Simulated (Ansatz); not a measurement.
# CH4Zn + HF: a complex and its separated parts

The complex below is one end of an elementary step. How strongly is it bound against its free parts?

Program: Ansatz 0.2.0, Gaussian basis. Level of theory: PBE0-D4/def2-TZVP structures, single points in def2-TZVPP, no counterpoise correction. These are calculated values, not measurements.

Levels: SPW92, PBE-D4, BLYP-D4, r2SCAN-D4, B97M-V, PBE0-D4, B3LYP-D4, r2SCAN0-D4, BHLYP-D4, CAM-B3LYP-D4, wB97X-V, wB97M-V, B2PLYP, PBE-QIDH, RPA on PBE, Hartree-Fock, MP2, CCSD, CCSD(T).

Cores are frozen in the correlated methods. The 3s and 3p shells of Cu and Zn are frozen; filled d shells are correlated. B3LYP uses VWN-RPA correlation. B2PLYP carries no dispersion term here.

95 further runs of the same task are left out: 1 that didn't finish, 94 set aside as unsound or not needed.

### Step 1. Starting geometry

The complex: 8 atoms, charge 0, spin multiplicity 1.

Atoms are counted from 1 here; the program's logs count them from 0.

Bond lengths: Zn1–H2 1.562 Å, Zn1–C3 1.933 Å, C3–H6 1.092 Å, C3–H7 1.093 Å, C3–H8 1.092 Å, H4–F5 0.938 Å. Angles: H2–Zn1–C3 178.0°, Zn1–C3–H6 111.1°, Zn1–C3–H7 110.6°, Zn1–C3–H8 110.5°, H6–C3–H7 108.2°, H6–C3–H8 108.2°, H7–C3–H8 108.1°.

As a file:

```tsv
atom	x (Å)	y (Å)	z (Å)
Zn1	0.0053	0.2007	0.6042
H2	0.5971	-0.4060	1.9163
C3	-0.7497	1.0030	-0.9845
H4	1.2689	-1.7752	1.4387
F5	1.5770	-2.5056	0.9379
H6	-1.3822	1.8572	-0.7320
H7	0.0414	1.3500	-1.6533
H8	-1.3578	0.2759	-1.5275
```

Its parts: CH4Zn holds atoms 1, 2, 3, 6, 7, 8; HF holds atoms 4, 5. Each part counts its atoms afresh in its own runs.

### Step 2. Relaxing CH4Zn alone

Input file relax-a/in.yaml:

```yaml
crystal:
  periodic: [false, false, false]
  atoms:
    - {symbol: Zn, position_ang: [0.005252, 0.200685, 0.604227]}
    - {symbol: H, position_ang: [0.597081, -0.405981, 1.916303]}
    - {symbol: C, position_ang: [-0.749674, 1.003046, -0.984453]}
    - {symbol: H, position_ang: [-1.382172, 1.857150, -0.731971]}
    - {symbol: H, position_ang: [0.041404, 1.350049, -1.653290]}
    - {symbol: H, position_ang: [-1.357813, 0.275907, -1.527500]}
basis:
  gaussian: {orbitals: def2-TZVP}
hamiltonian: {xc: pbe0, dispersion: d4}
relax: {f_tol: 0.005, max_steps: 200}
```

Run with:

```sh
> ansatz run in.yaml --threads 4 --pin off --events-out ev --progress --plain --max-ram 9574MiB
```

The log of the run (excerpt; [...] marks lines left out):

```text
Functional definition: PBE0
  name "PBE0"
  cite "Adamo & Barone, J. Chem. Phys. 110, 6158 (1999) doi:10.1063/1.478522"
  cite "Perdew, Burke & Ernzerhof, Phys. Rev. Lett. 77, 3865 (1996) doi:10.1103/PhysRevLett.77.3865"
  parent pbe
[...]
897 factors; their error is unknown
[...]
mean field -49513.77318344 eV, -1819.5976028504 hartree, gradient 5.3e-5 eV, S^2 0.000000; 0 other end points of the search recorded, 0 dependent functions left out
[...]
reference -49513.77321407 eV, -1819.5976039763 hartree; 20, 20 occupied and 83, 83 virtual orbitals, 897 factors
[...]
reference -49513.77725422 eV, -1819.5977524491 hartree; 20, 20 occupied and 83, 83 virtual orbitals, 897 factors
Total energy: -49513.83246668 eV, -1819.5997814693 hartree
Atom 0 at     0.002907     0.211705     0.624218 Å, force    -0.000157     0.000699     0.001289 eV/Å
Atom 1 at     0.599040    -0.413300     1.904224 Å, force     0.001935    -0.002764     0.001908 eV/Å
Atom 2 at    -0.747735     1.000346    -0.982519 Å, force    -0.002551     0.004203    -0.001674 eV/Å
Atom 3 at    -1.382666     1.856218    -0.738525 Å, force    -0.000787     0.000748    -0.001329 eV/Å
Atom 4 at     0.040261     1.349461    -1.654954 Å, force     0.002160    -0.000132    -0.000344 eV/Å
Atom 5 at    -1.357729     0.276426    -1.529128 Å, force    -0.000601    -0.002753     0.000149 eV/Å
Dipole moment:    -0.039321     0.041078    -0.084880 e Å
```

Wall time 4.9 s (4 threads of Intel Xeon Platinum 8259CL at 2.50GHz, shared host).

Along the way:

```tsv
step	energy from step 1 (eV)	largest force component (eV/Å)
1	0.0000	0.3419
2	-0.0037	0.1022
3	-0.0041	0.0042
```

Distances of close pairs at the start and the end, largest changes first:

```tsv
bond	before (Å)	after (Å)	change (Å)
Zn1–H2	1.562	1.544	-0.018
Zn1–C3	1.933	1.941	+0.008
C3–H4	1.092	1.093	+0.001
C3–H6	1.092	1.093	+0.001
C3–H5	1.093	1.093	+0.001
```

### Step 3. Relaxing HF alone

Input file relax-b/in.yaml:

```yaml
crystal:
  periodic: [false, false, false]
  atoms:
    - {symbol: H, position_ang: [1.268893, -1.775218, 1.438663]}
    - {symbol: F, position_ang: [1.577029, -2.505638, 0.937921]}
basis:
  gaussian: {orbitals: def2-TZVP}
hamiltonian: {xc: pbe0, dispersion: d4}
relax: {f_tol: 0.005, max_steps: 200}
```

Run with:

```sh
> ansatz run in.yaml --threads 4 --pin off --events-out ev --progress --plain --max-ram 9574MiB
```

The log of the run (excerpt; [...] marks lines left out):

```text
[... 5 set-up lines as earlier in the session ...]
[...]
200 factors; their error is unknown
[...]
mean field -2731.79267528 eV, -100.3915291410 hartree, gradient 6.8e-6 eV, S^2 0.000000; 0 other end points of the search recorded, 0 dependent functions left out
[...]
reference -2731.80170840 eV, -100.3918611022 hartree; 5, 5 occupied and 32, 32 virtual orbitals, 200 factors
Total energy: -2731.80322170 eV, -100.3919167147 hartree
Atom 0 at     1.271786    -1.782075     1.433962 Å, force     0.000001    -0.000001    -0.000001 eV/Å
Atom 1 at     1.574136    -2.498781     0.942622 Å, force    -0.000001     0.000001     0.000001 eV/Å
Dipole moment:    -0.131720     0.312235     0.214054 e Å
```

Run time: 0.85 s. Hardware: 4 threads of Intel Xeon Platinum 8259CL at 2.50GHz, shared host.

Along the way:

```tsv
step	energy from step 1 (eV)	largest force component (eV/Å)
1	0.0000	0.7814
2	-0.0086	0.1737
3	-0.0090	0.0082
4	-0.0090	0.0055
5	-0.0090	0.0000
```

The bond:

```tsv
bond	before (Å)	after (Å)	change (Å)
H1–F2	0.938	0.920	-0.018
```

### Step 4. SPW92/def2-TZVPP

Input file parta/in.yaml:

```yaml
crystal:
  periodic: [false, false, false]
  atoms:
    - {symbol: Zn, position_ang: [0.002907, 0.211705, 0.624218]}
    - {symbol: H, position_ang: [0.599040, -0.413300, 1.904224]}
    - {symbol: C, position_ang: [-0.747735, 1.000346, -0.982519]}
    - {symbol: H, position_ang: [-1.382666, 1.856218, -0.738525]}
    - {symbol: H, position_ang: [0.040261, 1.349461, -1.654954]}
    - {symbol: H, position_ang: [-1.357729, 0.276426, -1.529128]}
basis:
  gaussian: {orbitals: def2-TZVPP}
hamiltonian: {xc: lda}
```

Input file partb/in.yaml:

```yaml
crystal:
  periodic: [false, false, false]
  atoms:
    - {symbol: H, position_ang: [1.271786, -1.782075, 1.433962]}
    - {symbol: F, position_ang: [1.574136, -2.498781, 0.942622]}
basis:
  gaussian: {orbitals: def2-TZVPP}
hamiltonian: {xc: lda}
```

Each run has its own folder and the same command.

Run with:

```sh
> ansatz run in.yaml --threads 4 --pin off --events-out ev --progress --plain --max-ram 9574MiB
```

Log of parta (excerpt; [...] marks lines left out):

```text
Functional definition: SPW92
  name "SPW92"
  cite "Dirac, Proc. Camb. Phil. Soc. 26, 376 (1930) doi:10.1017/S0305004100016108"
  cite "Slater, Phys. Rev. 81, 385 (1951) doi:10.1103/PhysRev.81.385"
  cite "Perdew & Wang, Phys. Rev. B 45, 13244 (1992) doi:10.1103/PhysRevB.45.13244"
[...]
915 factors; their error is unknown
[...]
mean field -49432.39623087 eV, -1816.6070550030 hartree, gradient 1.3e-5 eV, S^2 0.000000; 0 other end points of the search recorded, 0 dependent functions left out
reference -49432.39626965 eV, -1816.6070564281 hartree; 20, 20 occupied and 131, 131 virtual orbitals, 915 factors
Total energy: -49432.39626965 eV, -1816.6070564281 hartree
```

Output in partb (excerpt; [...] marks lines left out):

```text
[... 5 set-up lines as earlier in the session ...]
[...]
215 factors; their error is unknown
[...]
mean field -2716.76651731 eV, -99.8393280208 hartree, gradient 3.5e-5 eV, S^2 0.000000; 0 other end points of the search recorded, 0 dependent functions left out
reference -2716.76652840 eV, -99.8393284281 hartree; 5, 5 occupied and 40, 40 virtual orbitals, 215 factors
Total energy: -2716.76652840 eV, -99.8393284281 hartree
```

They took 0.75 s (parta), 0.15 s (partb) on 4 threads of Intel Xeon Platinum 8259CL at 2.50GHz, shared host.

### Step 5. PBE-D4/def2-TZVPP

Each input of step 4 (parta, partb) changes in the same lines:

```diff
-hamiltonian: {xc: lda}
+hamiltonian: {xc: pbe, dispersion: d4}
```

Each run has its own folder and the same command.

Run with:

```sh
> ansatz run in.yaml --threads 4 --pin off --events-out ev --progress --plain --max-ram 9574MiB
```

parta printed (excerpt; [...] marks lines left out):

```text
Functional definition: PBE
  name "PBE"
[... 2 set-up lines as earlier in the session ...]
[...]
915 factors; their error is unknown
[...]
mean field -49513.10970277 eV, -1819.5732203856 hartree, gradient 7.3e-5 eV, S^2 0.000000; 0 other end points of the search recorded, 0 dependent functions left out
reference -49513.10974439 eV, -1819.5732219150 hartree; 20, 20 occupied and 131, 131 virtual orbitals, 915 factors
Total energy: -49513.17635291 eV, -1819.5756697332 hartree
```

Log of partb (excerpt; [...] marks lines left out):

```text
[... 4 set-up lines as earlier in the session ...]
[...]
215 factors; their error is unknown
[...]
mean field -2731.84359204 eV, -100.3934002975 hartree, gradient 4.7e-5 eV, S^2 0.000000; 0 other end points of the search recorded, 0 dependent functions left out
reference -2731.84360415 eV, -100.3934007425 hartree; 5, 5 occupied and 40, 40 virtual orbitals, 215 factors
Total energy: -2731.84549804 eV, -100.3934703416 hartree
```

Times: 1.3 s (parta), 0.2 s (partb) on 4 threads of Intel Xeon Platinum 8259CL at 2.50GHz, shared host.

### Step 6. BLYP-D4/def2-TZVPP

Each input of step 5 (parta, partb) changes in the same lines:

```diff
-hamiltonian: {xc: pbe, dispersion: d4}
+hamiltonian: {xc: {name: BLYP}, dispersion: d4}
```

The same command starts each run, in its folder.

Run with:

```sh
> ansatz run in.yaml --threads 4 --pin off --events-out ev --progress --plain --max-ram 9574MiB
```

parta printed (excerpt; [...] marks lines left out):

```text
Functional definition: BLYP
  name "BLYP"
  cite "Becke, Phys. Rev. A 38, 3098 (1988) doi:10.1103/PhysRevA.38.3098"
  cite "Lee, Yang & Parr, Phys. Rev. B 37, 785 (1988) doi:10.1103/PhysRevB.37.785"
[...]
915 factors; their error is unknown
[...]
mean field -49523.70152363 eV, -1819.9624626230 hartree, gradient 8.1e-6 eV, S^2 0.000000; 0 other end points of the search recorded, 0 dependent functions left out
reference -49523.70184420 eV, -1819.9624744038 hartree; 20, 20 occupied and 131, 131 virtual orbitals, 915 factors
Total energy: -49523.85295053 eV, -1819.9680274587 hartree
```

Output in partb (excerpt; [...] marks lines left out):

```text
[... 4 set-up lines as earlier in the session ...]
[...]
215 factors; their error is unknown
[...]
mean field -2734.23794094 eV, -100.4813909964 hartree, gradient 3.9e-5 eV, S^2 0.000000; 0 other end points of the search recorded, 0 dependent functions left out
reference -2734.23806454 eV, -100.4813955388 hartree; 5, 5 occupied and 40, 40 virtual orbitals, 215 factors
Total energy: -2734.24264654 eV, -100.4815639243 hartree
```

Wall times: 1.3 s (parta), 0.2 s (partb) on 4 threads of Intel Xeon Platinum 8259CL at 2.50GHz, shared host.

### Step 7. r2SCAN-D4/def2-TZVPP

Each input of step 6 (parta, partb) changes in the same lines:

```diff
-hamiltonian: {xc: {name: BLYP}, dispersion: d4}
+hamiltonian: {xc: r2scan, dispersion: d4}
```

One command serves all of them, each in its own folder.

Run with:

```sh
> ansatz run in.yaml --threads 4 --pin off --events-out ev --progress --plain --max-ram 9574MiB
```

Log of parta (excerpt; [...] marks lines left out):

```text
Functional definition: r2SCAN
  name "r2SCAN"
  cite "Furness, Kaplan, Ning, Perdew & Sun, J. Phys. Chem. Lett. 11, 8208 (2020) doi:10.1021/acs.jpclett.0c02405"
  cite "Furness, Kaplan, Ning, Perdew & Sun, J. Phys. Chem. Lett. 11, 9248 (2020) doi:10.1021/acs.jpclett.0c03077"
  parent r2scan
[...]
915 factors; their error is unknown
[...]
mean field -49520.94153792 eV, -1819.8610350187 hartree, gradient 6.0e-6 eV, S^2 0.000000; 0 other end points of the search recorded, 0 dependent functions left out
reference -49520.94155058 eV, -1819.8610354839 hartree; 20, 20 occupied and 131, 131 virtual orbitals, 915 factors
Total energy: -49520.95707640 eV, -1819.8616060474 hartree
```

partb printed (excerpt; [...] marks lines left out):

```text
[... 5 set-up lines as earlier in the session ...]
[...]
215 factors; their error is unknown
[...]
mean field -2733.29261889 eV, -100.4466510519 hartree, gradient 6.5e-6 eV, S^2 0.000000; 0 other end points of the search recorded, 0 dependent functions left out
reference -2733.29262207 eV, -100.4466511687 hartree; 5, 5 occupied and 40, 40 virtual orbitals, 215 factors
Total energy: -2733.29307960 eV, -100.4466679828 hartree
```

Times: 1.7 s (parta), 0.45 s (partb) on 4 threads of Intel Xeon Platinum 8259CL at 2.50GHz, shared host.

### Step 8. B97M-V/def2-TZVPP

The same edit goes into each in.yaml of step 7 (parta, partb):

```diff
-hamiltonian: {xc: r2scan, dispersion: d4}
+hamiltonian: {xc: {name: B97M-V}}
```

Each run has its own folder and the same command.

Run with:

```sh
> ansatz run in.yaml --threads 4 --pin off --events-out ev --progress --plain --max-ram 9574MiB
```

parta printed (excerpt; [...] marks lines left out):

```text
Functional definition: B97M-V
  name "B97M-V"
  cite "Mardirossian & Head-Gordon, J. Chem. Phys. 142, 074111 (2015) doi:10.1063/1.4907719"
  cite "Becke, J. Chem. Phys. 107, 8554 (1997) doi:10.1063/1.475007"
  cite "Vydrov & Van Voorhis, J. Chem. Phys. 133, 244103 (2010) doi:10.1063/1.3521275"
  # Of w^i u^j: cxij and so on, Table III.
[...]
  gx(w, u) = cx00 + cx01*u + cx02*u^2 + (cx10 + cx11*u)*w
[...]
  gos(w, u) = cos00 + cos01*u + cos03*u^3 + cos10*w + cos32*w^3*u^2
[...]
      + integral(e_c_pw_mod_opposite_spin*gos(b97_w_opposite, b97_u_opposite)) + vv10(b, c)
915 factors; their error is unknown
[...]
mean field -49512.45579610 eV, -1819.5491897589 hartree, gradient 1.8e-5 eV, S^2 0.000000; 0 other end points of the search recorded, 0 dependent functions left out
reference -49512.45585495 eV, -1819.5491919215 hartree; 20, 20 occupied and 131, 131 virtual orbitals, 915 factors
Total energy: -49512.45585495 eV, -1819.5491919215 hartree
```

partb printed (excerpt; [...] marks lines left out):

```text
[... 5 set-up lines as earlier in the session ...]
  # Of w^i u^j: cxij and so on, Table III.
[...]
  gx(w, u) = cx00 + cx01*u + cx02*u^2 + (cx10 + cx11*u)*w
[...]
  gos(w, u) = cos00 + cos01*u + cos03*u^3 + cos10*w + cos32*w^3*u^2
[...]
      + integral(e_c_pw_mod_opposite_spin*gos(b97_w_opposite, b97_u_opposite)) + vv10(b, c)
215 factors; their error is unknown
[...]
mean field -2733.38837288 eV, -100.4501699463 hartree, gradient 2.3e-5 eV, S^2 0.000000; 0 other end points of the search recorded, 0 dependent functions left out
reference -2733.38839060 eV, -100.4501705972 hartree; 5, 5 occupied and 40, 40 virtual orbitals, 215 factors
Total energy: -2733.38839060 eV, -100.4501705972 hartree
```

They took 3.8 s (parta), 0.35 s (partb) on 4 threads of Intel Xeon Platinum 8259CL at 2.50GHz, shared host.

### Step 9. PBE0-D4/def2-TZVPP

Each input of step 8 (parta, partb) changes in the same lines:

```diff
-hamiltonian: {xc: {name: B97M-V}}
+hamiltonian: {xc: pbe0, dispersion: d4}
+output: {orbitals: {seedname: orbitals}}
```

The same command starts each run, in its folder.

Run with:

```sh
> ansatz run in.yaml --threads 4 --pin off --events-out ev --progress --plain --max-ram 9574MiB
```

Output in parta (excerpt; [...] marks lines left out):

```text
[... 5 set-up lines as earlier in the session ...]
[...]
1000 factors; their error is unknown
[...]
mean field -49513.82833200 eV, -1819.5996295228 hartree, gradient 4.4e-5 eV, S^2 0.000000; 0 other end points of the search recorded, 0 dependent functions left out
reference -49513.82836287 eV, -1819.5996306571 hartree; 20, 20 occupied and 131, 131 virtual orbitals, 1000 factors
Total energy: -49513.88357532 eV, -1819.6016596772 hartree
```

Log of partb (excerpt; [...] marks lines left out):

```text
[... 5 set-up lines as earlier in the session ...]
[...]
215 factors; their error is unknown
[...]
mean field -2731.86111787 eV, -100.3940443596 hartree, gradient 4.0e-5 eV, S^2 0.000000; 0 other end points of the search recorded, 0 dependent functions left out
reference -2731.86112658 eV, -100.3940446798 hartree; 5, 5 occupied and 40, 40 virtual orbitals, 215 factors
Total energy: -2731.86263987 eV, -100.3941002923 hartree
```

Times: 1.4 s (parta), 0.2 s (partb) on 4 threads of Intel Xeon Platinum 8259CL at 2.50GHz, shared host.

### Step 10. B3LYP-D4/def2-TZVPP

The same edit goes into each in.yaml of step 9 (parta, partb):

```diff
-hamiltonian: {xc: pbe0, dispersion: d4}
-output: {orbitals: {seedname: orbitals}}
+hamiltonian: {xc: {name: B3LYP}, dispersion: d4}
```

One command serves all of them, each in its own folder.

Run with:

```sh
> ansatz run in.yaml --threads 4 --pin off --events-out ev --progress --plain --max-ram 9574MiB
```

Output in parta (excerpt; [...] marks lines left out):

```text
Functional definition: B3LYP
  name "B3LYP"
  cite "Stephens, Devlin, Chabalowski & Frisch, J. Phys. Chem. 98, 11623 (1994) doi:10.1021/j100096a001"
[... 2 set-up lines as earlier in the session ...]
  cite "Vosko, Wilk & Nusair, Can. J. Phys. 58, 1200 (1980) doi:10.1139/p80-159"
[...]
980 factors; their error is unknown
[...]
mean field -49523.69247473 eV, -1819.9621300819 hartree, gradient 2.7e-5 eV, S^2 0.000000; 0 other end points of the search recorded, 0 dependent functions left out
reference -49523.69271375 eV, -1819.9621388657 hartree; 20, 20 occupied and 131, 131 virtual orbitals, 980 factors
Total energy: -49523.80074140 eV, -1819.9661088087 hartree
```

Log of partb (excerpt; [...] marks lines left out):

```text
[... 6 set-up lines as earlier in the session ...]
[...]
215 factors; their error is unknown
[...]
mean field -2734.54626018 eV, -100.4927215195 hartree, gradient 1.9e-5 eV, S^2 0.000000; 0 other end points of the search recorded, 0 dependent functions left out
reference -2734.54635102 eV, -100.4927248579 hartree; 5, 5 occupied and 40, 40 virtual orbitals, 215 factors
Total energy: -2734.54934073 eV, -100.4928347279 hartree
```

Wall times: 1.5 s (parta), 0.2 s (partb) on 4 threads of Intel Xeon Platinum 8259CL at 2.50GHz, shared host.

### Step 11. r2SCAN0-D4/def2-TZVPP

The same edit goes into each in.yaml of step 10 (parta, partb):

```diff
-hamiltonian: {xc: {name: B3LYP}, dispersion: d4}
+hamiltonian: {xc: {name: r2SCAN0}, dispersion: d4}
```

One command serves all of them, each in its own folder.

Run with:

```sh
> ansatz run in.yaml --threads 4 --pin off --events-out ev --progress --plain --max-ram 9574MiB
```

Output in parta (excerpt; [...] marks lines left out):

```text
Functional definition: r2SCAN0
  name "r2SCAN0"
  cite "Bursch, Neugebauer, Ehlert & Grimme, J. Chem. Phys. 156, 134105 (2022) doi:10.1063/5.0086040"
[... 3 set-up lines as earlier in the session ...]
[...]
1000 factors; their error is unknown
[...]
mean field -49519.77803430 eV, -1819.8182770495 hartree, gradient 5.2e-5 eV, S^2 0.000000; 0 other end points of the search recorded, 0 dependent functions left out
reference -49519.77804439 eV, -1819.8182774201 hartree; 20, 20 occupied and 131, 131 virtual orbitals, 1000 factors
Total energy: -49519.79621638 eV, -1819.8189452286 hartree
```

Log of partb (excerpt; [...] marks lines left out):

```text
[... 6 set-up lines as earlier in the session ...]
[...]
215 factors; their error is unknown
[...]
mean field -2732.94545913 eV, -100.4338931662 hartree, gradient 6.6e-5 eV, S^2 0.000000; 0 other end points of the search recorded, 0 dependent functions left out
reference -2732.94546160 eV, -100.4338932567 hartree; 5, 5 occupied and 40, 40 virtual orbitals, 215 factors
Total energy: -2732.94596357 eV, -100.4339117038 hartree
```

Wall times: 2.1 s (parta), 0.45 s (partb) on 4 threads of Intel Xeon Platinum 8259CL at 2.50GHz, shared host.

### Step 12. BHLYP-D4/def2-TZVPP

Each input of step 11 (parta, partb) changes in the same lines:

```diff
-hamiltonian: {xc: {name: r2SCAN0}, dispersion: d4}
+hamiltonian: {xc: {name: BHLYP}, dispersion: d4}
```

The same command starts each run, in its folder.

Run with:

```sh
> ansatz run in.yaml --threads 4 --pin off --events-out ev --progress --plain --max-ram 9574MiB
```

parta printed (excerpt; [...] marks lines left out):

```text
Functional definition: BHLYP
  name "BHLYP"
  cite "Becke, J. Chem. Phys. 98, 1372 (1993) doi:10.1063/1.464304"
[... 2 set-up lines as earlier in the session ...]
[...]
1097 factors; their error is unknown
[...]
mean field -49520.11413095 eV, -1819.8306283733 hartree, gradient 3.4e-5 eV, S^2 0.000000; 0 other end points of the search recorded, 0 dependent functions left out
reference -49520.11429166 eV, -1819.8306342795 hartree; 20, 20 occupied and 131, 131 virtual orbitals, 1097 factors
Total energy: -49520.19437311 eV, -1819.8335772185 hartree
```

partb printed (excerpt; [...] marks lines left out):

```text
[... 5 set-up lines as earlier in the session ...]
[...]
234 factors; their error is unknown
[...]
mean field -2733.43313229 eV, -100.4518148242 hartree, gradient 1.2e-5 eV, S^2 0.000000; 0 other end points of the search recorded, 0 dependent functions left out
reference -2733.43319283 eV, -100.4518170489 hartree; 5, 5 occupied and 40, 40 virtual orbitals, 234 factors
Total energy: -2733.43492080 eV, -100.4518805506 hartree
```

They took 1.3 s (parta), 0.2 s (partb) on 4 threads of Intel Xeon Platinum 8259CL at 2.50GHz, shared host.

(Part 1 of 2 ends here.)
